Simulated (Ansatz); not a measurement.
# Cl4H3SiSn: the cost of one run

Program: Ansatz 0.2.0. Level of theory: UKS PBE/def2-SVP. These are calculated values, not measurements.

## Step 1: The system as given

Bond lengths: Sn1–Cl2 2.660 Å, Sn1–Cl3 2.410 Å, Sn1–Cl4 2.408 Å, Sn1–Cl5 2.408 Å, Cl2–Si6 2.430 Å, Si6–H7 1.460 Å, Si6–H8 1.460 Å, Si6–H9 1.460 Å. Angles: Sn1–Cl2–Si6 180.0°, Cl2–Sn1–Cl3 109.4°, Cl2–Sn1–Cl4 109.5°, Cl2–Sn1–Cl5 109.5°, Cl3–Sn1–Cl4 109.5°, Cl3–Sn1–Cl5 109.5°, Cl4–Sn1–Cl5 109.5°, Cl2–Si6–H7 109.5°, Cl2–Si6–H8 109.5°, Cl2–Si6–H9 109.5°, H7–Si6–H8 109.4°, H7–Si6–H9 109.4°, H8–Si6–H9 109.4°.

As a file:

```xyz
9

Sn    0.0000    0.0000    0.0000
Cl    0.0000    0.0000    2.6600
Cl    2.2726    0.0000   -0.8025
Cl   -1.1351    1.9666   -0.8025
Cl   -1.1351   -1.9666   -0.8025
Si    0.0000    0.0000    5.0900
H    -0.7436   -1.1581    5.5774
H     1.3747   -0.0649    5.5774
H    -0.6311    1.2230    5.5774
```

## Step 2: Pulling towards end A

Springs on the bonds that form and break draw the guess towards this end; the thresholds are loose.

input.yaml reads:

```yaml
crystal:
  periodic: [false, false, false]
  atoms:
    - { symbol: Sn, position_ang: [0.0, 0.0, 0.0] }
    - { symbol: Cl, position_ang: [0.0, 0.0, 2.66] }
    - { symbol: Cl, position_ang: [2.2726, 0.0, -0.8025] }
    - { symbol: Cl, position_ang: [-1.1351, 1.9666, -0.8025] }
    - { symbol: Cl, position_ang: [-1.1351, -1.9666, -0.8025] }
    - { symbol: Si, position_ang: [0.0, 0.0, 5.09] }
    - { symbol: H, position_ang: [-0.7436, -1.1581, 5.5774] }
    - { symbol: H, position_ang: [1.3747, -0.0649, 5.5774] }
    - { symbol: H, position_ang: [-0.6311, 1.223, 5.5774] }
magnetization:
  spin_polarized: true
  initial_magnetization: 1
basis:
  gaussian: { orbitals: def2-SVP }
hamiltonian:
  xc: pbe
relax:
  f_tol: 0.15
  max_steps: 25
  restrain:
    - { distance: [1, 5], at: 3.33, k: 30.0 }
    - { distance: [0, 1], at: 2.41, k: 30.0 }
output:
  orbitals: {}
```

Started as:

```sh
ansatz run input.yaml --threads 4 --pin off --max-ram 5120MiB --backend cpu --events-out ev --progress --plain --runs-dir out
```

Q: Estimate wall time and peak memory on 4 threads of Arm Neoverse V2, shared host.

About 21 s, with a peak of 0.24 GiB.
